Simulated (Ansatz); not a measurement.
**CH₅BrGe: one species, many methods**

How much do the methods differ for CH₅BrGe? The plan is to run it at one geometry with functionals of several rungs and with coupled cluster, and see how far each lands from CCSD(T) at the basis-set limit for the atomisation energy.

Method: functionals in def2-TZVPP, the program's frozen cores in correlated methods; program: Ansatz 0.2.0, Gaussian basis.

The runs, in order: LDA (SPW92), PBE-D4, revPBE-D4, BLYP-D4, r2SCAN-D4, B97M-V, PBE0-D4, B3LYP-D4, r2SCANh-D4, r2SCAN0-D4, HSE06-D4, BHLYP-D4, CAM-B3LYP-D4, LC-ωPBE, ωB97X-V, ωB97M-V, B2PLYP, PBE-QIDH; CCSD(T)/def2-SVP; CCSD(T)/def2-TZVPP; MP2/def2-QZVPP; extrapolation to the limit; RPA on PBE.

## (1) The relaxed structure

The geometry comes from an earlier relaxation with PBE0-D4 in a triple-zeta def2 set; it is a stationary point, not always the lowest conformer.

SMILES `[CH3][GeH2][Br]`, 8 atoms, charge 0, spin multiplicity 1.

Atoms are counted from 1 here; the program's logs count them from 0.

Bond lengths: C1–Ge2 1.941 Å, C1–H4 1.090 Å, C1–H5 1.090 Å, C1–H6 1.092 Å, Ge2–Br3 2.320 Å, Ge2–H7 1.536 Å, Ge2–H8 1.536 Å. Angles: Ge2–C1–H4 109.8°, Ge2–C1–H5 109.8°, Ge2–C1–H6 109.8°, H4–C1–H5 109.1°, H4–C1–H6 109.1°, H5–C1–H6 109.1°, C1–Ge2–Br3 107.7°, C1–Ge2–H7 112.7°, C1–Ge2–H8 112.7°, Br3–Ge2–H7 106.2°, Br3–Ge2–H8 106.2°, H7–Ge2–H8 110.8°.

## (2) LDA

This LDA is Slater exchange with PW92 correlation.

in.yaml reads:

```yaml
crystal:
  periodic: [false, false, false]
  atoms:
    - {symbol: C, position_ang: [-0.618556, 0.789362, -0.358726]}
    - {symbol: Ge, position_ang: [0.446502, -0.762611, 0.115246]}
    - {symbol: Br, position_ang: [1.666829, -0.228992, 2.014374]}
    - {symbol: H, position_ang: [0.034178, 1.638901, -0.558645]}
    - {symbol: H, position_ang: [-1.290284, 1.041535, 0.461600]}
    - {symbol: H, position_ang: [-1.209218, 0.574283, -1.251441]}
    - {symbol: H, position_ang: [1.474777, -1.128974, -0.964924]}
    - {symbol: H, position_ang: [-0.412028, -1.980505, 0.486717]}
basis:
  gaussian: {orbitals: def2-TZVPP}
hamiltonian: {xc: lda}
output: {orbitals: {seedname: orbitals}}
```

Command:

```sh
ansatz run in.yaml --threads 4 --pin off --events-out ev --progress --plain --max-ram 10444MiB
```

After this run come: PBE-D4 (GGA); revPBE-D4 (GGA); BLYP-D4 (GGA); r2SCAN-D4 (meta-GGA); B97M-V (meta-GGA); PBE0-D4 (hybrid); B3LYP-D4 (hybrid); r2SCANh-D4 (hybrid); r2SCAN0-D4 (hybrid); HSE06-D4 (hybrid); BHLYP-D4 (hybrid); CAM-B3LYP-D4 (range-separated); LC-ωPBE (range-separated); ωB97X-V (range-separated); ωB97M-V (range-separated); B2PLYP (double hybrid); PBE-QIDH (double hybrid); CCSD(T) in def2-SVP; CCSD(T) in def2-TZVPP; MP2 in def2-QZVPP; RPA on PBE orbitals.

Q: Predict the results of all the runs planned. Wanted: atomisation energy, CCSD(T)/CBS; farthest beyond LDA; mean size of error, GGA; mean size of error, meta-GGA; mean size of error, hybrid; mean size of error, range-separated; mean size of error, double hybrid; gap, smallest and largest; T1 diagnostic.

As calculated:

| quantity | value |
| --- | --- |
| atomisation energy, CCSD(T)/CBS | 2521.8 kJ/mol |
| functionals within 25.2 kJ/mol (1.0 %) | PBE-D4, r2SCAN-D4, B97M-V, PBE0-D4, r2SCANh-D4, r2SCAN0-D4, HSE06-D4, CAM-B3LYP-D4, ωB97X-V, PBE-QIDH |
| farthest beyond LDA | BHLYP-D4 (-64.0 kJ/mol) |
| mean size of error, GGA | 42.9 kJ/mol |
| mean size of error, meta-GGA | 3.6 kJ/mol |
| mean size of error, hybrid | 29.7 kJ/mol |
| mean size of error, range-separated | 23.7 kJ/mol |
| mean size of error, double hybrid | 34.2 kJ/mol |
| gap, smallest and largest | 5.49 eV (LDA (SPW92)), 12.73 eV (LC-ωPBE) |
| T1 diagnostic | 0.0087 |
| triples share of the correlation energy | 3.4 % |

What this shows: LDA overbinds by 292.6 kJ/mol (12 %). PBE-D4 is off by -10.7 kJ/mol. Double hybrids carry the basis error of their MP2 part in triple zeta, and no dispersion term here, so their miss is partly the set-up's. The rungs meta-GGA, range-separated miss on average by less than the doubt on the reference (25.2 kJ/mol), so they tie. Misses under about 25.2 kJ/mol are within the doubt on the reference itself, which lacks core-valence correlation, relativity and higher excitations, and its outer-core shells are covered unevenly. All levels share the lack of spin-orbit coupling, which lowers the free heavy atoms and so the true binding. Hartree-Fock recovers 75 % of the binding; the rest is correlation. CCSD(T) in def2-SVP is off by -148.0 kJ/mol, so the small basis spoils what the method gains. The gap grows from 5.5 to 12.7 eV across the functionals, mostly with the share of exact exchange. Correlated methods include outer-core shells of Br, Ge, which these sets cover unevenly.
